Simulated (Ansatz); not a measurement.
# CH2AlF2+ (SMILES F[C+](F)[AlH2]): functionals against CCSD(T) at one geometry

An exercise on one series of results from a longer session: the logs are not shown, and one member is left open.

The runs use Ansatz 0.2.0, Gaussian basis; single points in def2-TZVPP.

Correlated methods freeze the cores.

## The starting structure

6 atoms, charge 1, spin multiplicity 1.

Atoms are counted from 1 here; the program's logs count them from 0.

Bond lengths: F1–C2 1.106 Å, C2–F3 1.287 Å, Al4–H5 1.539 Å, Al4–H6 1.470 Å. Angles: F1–C2–F3 110.7°, H5–Al4–H6 138.3°.

Coordinates:

```xyz
6
CH2AlF2
F     1.5506   -1.3555    0.1493
C     0.5138   -1.0261    0.3478
F    -0.0850   -1.8537    1.1299
Al   -0.4137    1.0786   -0.4740
H     0.5474    2.0011   -1.2437
H    -1.8296    1.0523   -0.0783
```

Set-up of the first run:

run/in.yaml reads:

```yaml
crystal:
  periodic: [false, false, false]
  atoms:
    - {symbol: F, position_ang: [1.550600, -1.355500, 0.149300]}
    - {symbol: C, position_ang: [0.513800, -1.026100, 0.347800]}
    - {symbol: F, position_ang: [-0.085000, -1.853700, 1.129900]}
    - {symbol: Al, position_ang: [-0.413700, 1.078600, -0.474000]}
    - {symbol: H, position_ang: [0.547400, 2.001100, -1.243700]}
    - {symbol: H, position_ang: [-1.829600, 1.052300, -0.078300]}
basis:
  gaussian: {orbitals: def2-TZVPP}
total_charge: 1
correlation: {method: ccsd_t}
output: {forces: true}
```

No record of the launch command was kept for these runs.

Steps of the session up to this table: CCSD(T)/def2-TZVPP; PBE0-D4/def2-TZVPP; wB97M-V/def2-TZVPP; r2SCAN-D4/def2-TZVPP; PBE-D4/def2-TZVPP; B97M-V/def2-TZVPP; BLYP-D4/def2-TZVPP.

One of the session's tables, all rows but one given; the rest of the session is left out.

| method | RMS force component (eV/Å) | angle to CCSD(T) forces (°) |
| --- | --- | --- |
| CCSD(T) | 4.819 | reference |
| PBE0-D4 | 4.621 | 1.4 |
| wB97M-V | ? | ? |
| r2SCAN-D4 | 4.721 | 0.8 |
| PBE-D4 | 4.910 | 2.6 |
| B97M-V | 4.595 | 0.9 |
| BLYP-D4 | 4.959 | 3.8 |

Q: Estimate the row for wB97M-V from the others.

**Answer.** RMS force component (eV/Å): 4.737; angle to CCSD(T) forces (°): 0.7. In the column «RMS force component (eV/Å)» it lies between r2SCAN-D4 (4.721) and CCSD(T) (4.819).
